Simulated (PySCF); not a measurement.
# BF3: the energy surface near the minimum

How stiff is BF3 (singlet) against rigid distortions? The scans start from its wB97X minimum.

Method: wB97X, basis B def2-TZVP, F def2-TZVP, no relativity, density fitting; program: PySCF 2.14.0.

### Step 1. The system as given

4 atoms, charge 0, spin multiplicity 1.

Bond lengths: B1–F2 1.316 Å, B1–F3 1.316 Å, B1–F4 1.316 Å. Angles: F2–B1–F3 120.0°, F2–B1–F4 120.0°, F3–B1–F4 120.0°.

Z-matrix (Å, degrees; charge 0 multiplicity 1):
```
B
F  1 1.3161
F  1 1.3161 2 120.00
F  1 1.3161 2 120.00 3 180.00
```

### Step 2. Breathing scan

One driver script runs all scans and calls PySCF for each point, on a (75, 302) grid.

Launch:

```bash
$ OMP_NUM_THREADS=4 python axn.py task.json out
```

A rigid scan with wB97X: all bonds to the central atom are scaled together. Each point starts from its neighbour's orbitals, and energies count from the minimum.

| scale of all bonds to the centre | energy (kJ/mol) |
| --- | --- |
| 0.88 | 277.8 |
| 0.92 | 109.9 |
| 0.96 | 24.6 |
| 1.00 | 0.0 |
| 1.04 | 19.7 |
| 1.08 | 71.4 |
| 1.14 | 189.3 |
| 1.22 | 389.1 |
| 1.35 | 747.0 |

The scan ran for 8 s (4 threads of AMD EPYC 7R43 (Zen 3), shared host).

### Step 3. Stretching one bond

A rigid scan with wB97X: the bond from B to the last atom (F) is scaled and the rest held.

| scale of one bond | energy (kJ/mol) | dipole size (D) |
| --- | --- | --- |
| 0.92 | 30.8 | 0.49 |
| 0.96 | 6.9 | 0.24 |
| 1.00 | 0.0 | 0.00 |
| 1.05 | 8.4 | 0.30 |
| 1.12 | 40.8 | 0.72 |
| 1.20 | 94.3 | 1.19 |
| 1.35 | 211.2 | 2.04 |
| 1.55 | 362.7 | 3.11 |
| 1.80 | 520.7 | 4.34 |
| 2.20 | 701.1 | 6.03 |

The scan took 9.8 s.

A restricted determinant lies too high at long bonds, where the pair should uncouple.

### Step 4. Umbrella curve

A rigid scan with wB97X: angle between each bond and the threefold axis, bonds fixed.

| angle of the bonds to the threefold axis (°) | energy (kJ/mol) | dipole size (D) |
| --- | --- | --- |
| 55 | 694.9 | 3.62 |
| 60 | 456.1 | 3.13 |
| 65 | 291.5 | 2.63 |
| 70 | 175.7 | 2.12 |
| 75 | 94.7 | 1.60 |
| 80 | 40.9 | 1.07 |
| 85 | 10.1 | 0.54 |
| 90 | 0.0 | 0.00 |

The scan took 7.2 s.

### Step 5. Umbrella–stretch map

A rigid scan with wB97X: rows, all bonds scaled; columns, angle to the threefold axis.

Energy (kJ/mol):

| scale \ angle | 60 | 66 | 72 | 78 | 84 | 90 |
| --- | --- | --- | --- | --- | --- | --- |
| 0.95 | 585.9 | 353.7 | 203.6 | 109.0 | 56.4 | 39.4 |
| 0.98 | 495.2 | 288.9 | 154.5 | 69.0 | 21.3 | 5.8 |
| 1.00 | 456.1 | 265.0 | 139.6 | 59.5 | 14.6 | 0.0 |
| 1.03 | 423.7 | 252.5 | 139.1 | 66.0 | 24.8 | 11.4 |
| 1.07 | 419.5 | 270.4 | 170.3 | 105.1 | 68.1 | 56.1 |

The map took 26 s.

Best bond scale on the grid: 1.07 (edge of the grid) at 60°, 1.03 at 66°, 1.03 at 72°, 1.00 at 78°, 1.00 at 84°, 1.00 at 90°.

### Step 6. Summary of results

| quantity | value |
| --- | --- |
| all bonds 4 % longer | 19.7 kJ/mol |
| one bond 20 % longer | 94.3 kJ/mol |

In words: Shortening all bonds by 4 % costs 24.6 kJ/mol and lengthening them 19.7: the wall is steeper on the short side.
